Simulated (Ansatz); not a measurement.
# AlN3H6 (singlet): from a generated start to a stationary point

Where does this start of AlN3H6 (singlet) end when it is relaxed?

Method: RKS PBE0/def2-SVP; program: Ansatz 0.2.0, Gaussian basis.

11 further runs of the same task are left out: 2 that didn't finish, 9 set aside as unsound or not needed.

## Step 1: Where the work starts

10 atoms, charge 0, spin multiplicity 1.

Atoms are counted from 1 here; the program's logs count them from 0.

Bond lengths: N1–Al2 1.853 Å, N1–H5 1.073 Å, N1–H6 1.104 Å, Al2–N3 1.897 Å, Al2–N4 1.963 Å, N3–H7 1.104 Å, N3–H8 1.050 Å, N4–H9 1.116 Å, N4–H10 0.996 Å. Angles: Al2–N1–H5 109.8°, Al2–N1–H6 107.9°, H5–N1–H6 102.2°, N1–Al2–N3 118.2°, N1–Al2–N4 121.8°, N3–Al2–N4 119.9°, Al2–N3–H7 105.9°, Al2–N3–H8 107.0°, H7–N3–H8 102.5°, Al2–N4–H9 103.0°, Al2–N4–H10 105.9°, H9–N4–H10 106.5°.

The start is a generated structure. Sticks and bond lists go by distance. 

## Step 2: The run

Contents of in.yaml:

```yaml
crystal:
  periodic: [false, false, false]
  atoms:
    - {symbol: N, position_ang: [-1.508100, 0.170200, -1.024500]}
    - {symbol: Al, position_ang: [-0.067600, -0.202100, 0.080300]}
    - {symbol: N, position_ang: [0.332300, -2.018900, 0.452800]}
    - {symbol: N, position_ang: [1.075900, 1.219400, 0.806300]}
    - {symbol: H, position_ang: [-1.186700, 0.776700, -1.848900]}
    - {symbol: H, position_ang: [-2.185100, 0.853300, -0.482200]}
    - {symbol: H, position_ang: [1.262100, -2.008100, 1.048000]}
    - {symbol: H, position_ang: [0.646000, -2.455200, -0.449800]}
    - {symbol: H, position_ang: [0.360500, 1.841400, 1.395400]}
    - {symbol: H, position_ang: [1.353700, 1.771900, 0.025500]}
basis:
  gaussian: {orbitals: def2-SVP}
hamiltonian: {xc: pbe0}
relax: {f_tol: 0.01, max_steps: 150}
```

Run with:

```sh
$ ansatz run in.yaml --threads 1 --pin off --events-out ev --progress --plain --max-ram 16896MiB --backend cuda --devices 0, --max-vram 18GiB
```

Output (excerpt; [...] marks lines left out):

```text
Functional definition: PBE0
  name "PBE0"
  cite "Adamo & Barone, J. Chem. Phys. 110, 6158 (1999) doi:10.1063/1.478522"
  cite "Perdew, Burke & Ernzerhof, Phys. Rev. Lett. 77, 3865 (1996) doi:10.1103/PhysRevLett.77.3865"
  parent pbe
[...]
970 factors; integrals over basis functions are off by at most 3.8e-4 eV
[...]
mean field -11152.04905061 eV, -409.8302434795 hartree, gradient 7.7e-5 eV, S^2 0.000000; 0 other end points of the search recorded, 0 dependent functions left out
[...]
reference -11152.04908126 eV, -409.8302446059 hartree; 20, 20 occupied and 70, 70 virtual orbitals, 970 factors
relax step   1: F+E_penalty+E_count = -11152.04905061 eV  Δ(F+E_penalty+E_count) = +0.000e0 eV  max|allowed force component| = 3.560e0 eV/Å  Δτ_max = 0.0000 Å  (24 SCF iters, accepted)
[...]
relax step   3: F+E_penalty+E_count = -11153.09880153 eV  Δ(F+E_penalty+E_count) = -3.172e-1 eV  max|allowed force component| = 7.944e-1 eV/Å  Δτ_max = 0.2000 Å  (29 SCF iters, accepted)
[...]
relax step   5: F+E_penalty+E_count = -11153.38885177 eV  Δ(F+E_penalty+E_count) = -1.098e-1 eV  max|allowed force component| = 3.090e-1 eV/Å  Δτ_max = 0.2000 Å  (27 SCF iters, accepted)
[...]
relax step   7: F+E_penalty+E_count = -11153.62747117 eV  Δ(F+E_penalty+E_count) = -1.335e-1 eV  max|allowed force component| = 4.735e-1 eV/Å  Δτ_max = 0.2000 Å  (26 SCF iters, accepted)
[...]
relax step  11: F+E_penalty+E_count = -11153.72691247 eV  Δ(F+E_penalty+E_count) = -2.561e-4 eV  max|allowed force component| = 1.955e-3 eV/Å  Δτ_max = 0.0053 Å  (23 SCF iters, accepted)
970 factors; integrals over basis functions are off by at most 8.6e-4 eV
[...]
mean field -11153.72691247 eV, -409.8919037657 hartree, gradient 8.5e-6 eV, S^2 0.000000; 1 other end points of the search recorded, 0 dependent functions left out
[...]
reference -11153.72694298 eV, -409.8919048870 hartree; 20, 20 occupied and 70, 70 virtual orbitals, 970 factors
Total energy: -11153.72694298 eV, -409.8919048870 hartree
Atom 0 at    -1.490092     0.320876    -0.900407 Å, force    -0.001784     0.001205     0.000191 eV/Å
Atom 1 at     0.007764    -0.005031    -0.000066 Å, force    -0.000415    -0.000975     0.000081 eV/Å
Atom 2 at     0.540982    -1.680570     0.261932 Å, force     0.001955    -0.000377     0.000460 eV/Å
Atom 3 at     0.973215     1.343911     0.639218 Å, force     0.001310     0.001269    -0.000342 eV/Å
Atom 4 at    -1.744869     1.213510    -1.305206 Å, force     0.000104    -0.001855    -0.000045 eV/Å
Atom 5 at    -2.219679    -0.357113    -1.083746 Å, force     0.001243     0.001427    -0.000147 eV/Å
Atom 6 at     1.223045    -1.973863     0.950642 Å, force    -0.000945    -0.001142    -0.000541 eV/Å
Atom 7 at     0.211420    -2.486086    -0.255765 Å, force    -0.000397     0.000215     0.000185 eV/Å
Atom 8 at     0.642539     2.293640     0.758272 Å, force     0.000058    -0.000567     0.000045 eV/Å
Atom 9 at     1.938674     1.279327     0.938026 Å, force    -0.001129     0.000799     0.000114 eV/Å
Dipole moment:     0.000327     0.000547    -0.000219 e Å
```

Run time: 9 s. Hardware: 1 × NVIDIA H100 80GB HBM3 with 1 thread of AMD EPYC 7R13 (Zen 3), shared host; peak host memory 0.81 GiB.

Step by step:

```
step  energy from step 1 (eV)  largest force component (eV/Å)
   1                   0.0000                          3.5602
   2                  -0.7326                          1.5938
   3                  -1.0498                          0.7944
   4                  -1.2300                          0.4987
   5                  -1.3398                          0.3090
   6                  -1.4449                          0.6383
   7                  -1.5784                          0.4735
   8                  -1.6565                          0.1816
   9                  -1.6773                          0.0267
  10                  -1.6776                          0.0668
  11                  -1.6779                          0.0020
```

Distances of close pairs at the start and the end, largest changes first:

```
  bond  before (Å)  after (Å)  change (Å)
Al2–N4       1.963      1.778      -0.186
Al2–N3       1.897      1.778      -0.119
 N4–H9       1.116      1.013      -0.103
 N1–H6       1.104      1.013      -0.091
 N3–H7       1.104      1.013      -0.091
N1–Al2       1.853      1.778      -0.075
 N1–H5       1.073      1.013      -0.060
 N3–H8       1.050      1.013      -0.038
```

Mulliken charges at the end point, from the report:

```
atom  value (e)
  N1      -0.50
 Al2       0.76
  N3      -0.50
  N4      -0.50
  H5       0.12
  H6       0.12
  H7       0.12
  H8       0.12
  H9       0.12
 H10       0.12
```

At the end: Bond lengths: N1–Al2 1.778 Å, N1–H5 1.013 Å, N1–H6 1.013 Å, Al2–N3 1.778 Å, Al2–N4 1.778 Å, N3–H7 1.013 Å, N3–H8 1.013 Å, N4–H9 1.013 Å, N4–H10 1.013 Å. Angles: Al2–N1–H5 125.2°, Al2–N1–H6 125.2°, H5–N1–H6 109.7°, N1–Al2–N3 120.0°, N1–Al2–N4 120.0°, N3–Al2–N4 120.0°, Al2–N3–H7 125.1°, Al2–N3–H8 125.2°, H7–N3–H8 109.7°, Al2–N4–H9 125.2°, Al2–N4–H10 125.1°, H9–N4–H10 109.7°.

## Step 3: What came out

| quantity | value |
| --- | --- |
| steps | 11 |
| energy gained | 1.678 eV |
| shift from the start (rms) | 0.728 Å |
| total energy | -11153.7269 eV |
| dipole moment | 0.00 D |

In words: The bonds of the start are those of the end. Al2–N4 went from 1.963 to 1.778 Å. No vibrations were run, so this is a stationary point, not a proven minimum, and this spin need not be the ground state's.
